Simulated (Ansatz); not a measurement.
Input of an Ansatz 0.2.0 run:

File input.yaml:

```yaml
crystal:
  lattice:
    - [0.0, 2.604971, 2.604971]
    - [2.604971, 0.0, 2.604971]
    - [2.604971, 2.604971, 0.0]
  atoms:
    - { symbol: Yb, position: [0.0, 0.0, 0.0], spin: 1.0 }
    - { symbol: H, position: [0.5, 0.5, 0.5] }
    - { symbol: H, position: [0.25, 0.25, 0.25] }
    - { symbol: H, position: [0.75, 0.75, 0.75] }
hamiltonian:
  xc: pbe
  pseudopotentials: { kind: paw }
magnetization:
  spin_polarized: true
kpoints:
  mp_grid: { grid: [9, 9, 9] }
scf:
  occupations: { method: gaussian, width: 0.05 }
output:
  forces: true
  stress: true
  eigenvalues: true
```

Potentials or basis: Ansatz PAW.

Run with:

```bash
$ ansatz run input.yaml --threads 2 --pin off --max-ram 5632MiB --backend cpu --events-out ev --progress --plain --runs-dir out
```

Predict the absolute moment.

0.20 μB per cell.

Estimate the band gap on the k mesh.

none (metal or under the smearing width).

Caveat: spin-orbit coupling is left out, which moves the levels of the heavy elements; without U or exact exchange the open f shell lies at the Fermi level, which spoils levels, moments and volumes. The state reached can hang on the start; a lower one may exist.
